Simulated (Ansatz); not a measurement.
# CH₈InNSi₂: relaxing the structure

The task is to find a stationary geometry of CH₈InNSi₂.

Program: Ansatz 0.2.0, Gaussian basis. Level of theory: RKS PBE0-D4/def2-TZVP. These are calculated values, not measurements.

Levels to be run: relaxation at PBE0-D4/def2-TZVP.

1 further run of the same task is left out (set aside as unsound or not needed).

**1. The starting structure**

SMILES `[CH2]1[SiH2][SiH2][NH][InH]1`, 13 atoms, charge 0, spin multiplicity 1.

Atoms are counted from 1 here; the program's logs count them from 0.

Bond lengths: C1–Si2 1.918 Å, C1–In5 2.227 Å, C1–H6 1.088 Å, C1–H7 1.088 Å, Si2–Si3 2.325 Å, Si2–H8 1.476 Å, Si2–H9 1.477 Å, Si3–N4 1.713 Å, Si3–H10 1.477 Å, Si3–H11 1.477 Å, N4–In5 2.065 Å, N4–H12 1.009 Å, In5–H13 1.766 Å. Angles: Si2–C1–In5 104.1°, Si2–C1–H6 114.1°, Si2–C1–H7 113.5°, In5–C1–H6 108.7°, In5–C1–H7 107.5°, H6–C1–H7 108.7°, C1–Si2–Si3 110.2°, C1–Si2–H8 105.4°, C1–Si2–H9 105.1°, Si3–Si2–H8 115.2°, Si3–Si2–H9 114.7°, H8–Si2–H9 105.3°, Si2–Si3–N4 102.7°, Si2–Si3–H10 112.8°, Si2–Si3–H11 113.3°, N4–Si3–H10 110.9°, N4–Si3–H11 111.0°, H10–Si3–H11 106.3° and more.

The start is a GFN2-xTB geometry. In takes the def2 core potential; no spin-orbit term is included.

**2. Relaxation at PBE0-D4/def2-TZVP**

in.yaml

```yaml
crystal:
  periodic: [false, false, false]
  atoms:
    - {symbol: C, position_ang: [-1.471600, 0.783060, 0.665590]}
    - {symbol: Si, position_ang: [-0.406370, -0.690450, 1.277330]}
    - {symbol: Si, position_ang: [1.318870, -1.113320, -0.223030]}
    - {symbol: N, position_ang: [1.115180, 0.125320, -1.389240]}
    - {symbol: In, position_ang: [-0.418790, 1.489570, -1.164720]}
    - {symbol: H, position_ang: [-1.534480, 1.608280, 1.371970]}
    - {symbol: H, position_ang: [-2.480380, 0.497440, 0.373010]}
    - {symbol: H, position_ang: [-1.354130, -1.805200, 1.474710]}
    - {symbol: H, position_ang: [0.034970, -0.309760, 2.634600]}
    - {symbol: H, position_ang: [2.654760, -1.033630, 0.402740]}
    - {symbol: H, position_ang: [1.233460, -2.447930, -0.849720]}
    - {symbol: H, position_ang: [1.763690, 0.157030, -2.161820]}
    - {symbol: H, position_ang: [-0.455180, 2.739590, -2.411410]}
basis:
  gaussian: {orbitals: def2-TZVP}
hamiltonian: {xc: pbe0, dispersion: d4}
relax: {f_tol: 0.005, max_steps: 150}
```

Started as:

```sh
$ ansatz run in.yaml --threads 2 --pin off --events-out ev --progress --plain --max-ram 32768MiB --backend cuda --devices 0, --max-vram 18GiB
```

Q: Predict the results of all the runs planned. Wanted: point group; shift from the start; total energy; dispersion term; dipole moment.

**Answer**, as computed:

```
                  quantity           value
               point group              C1
                     steps              20
shift from the start (rms)         0.370 Å
              total energy  -23579.2848 eV
           dispersion term        -332 meV
             dipole moment          2.26 D
```

The relaxed geometry lies 0.37 Å (rms) from the start; the bond that changed most is C1–In5, from 2.227 to 2.155 Å. No vibrations were run, so it is not proven to be a minimum. The largest Mulliken charge, -0.67 e, sits on N4.
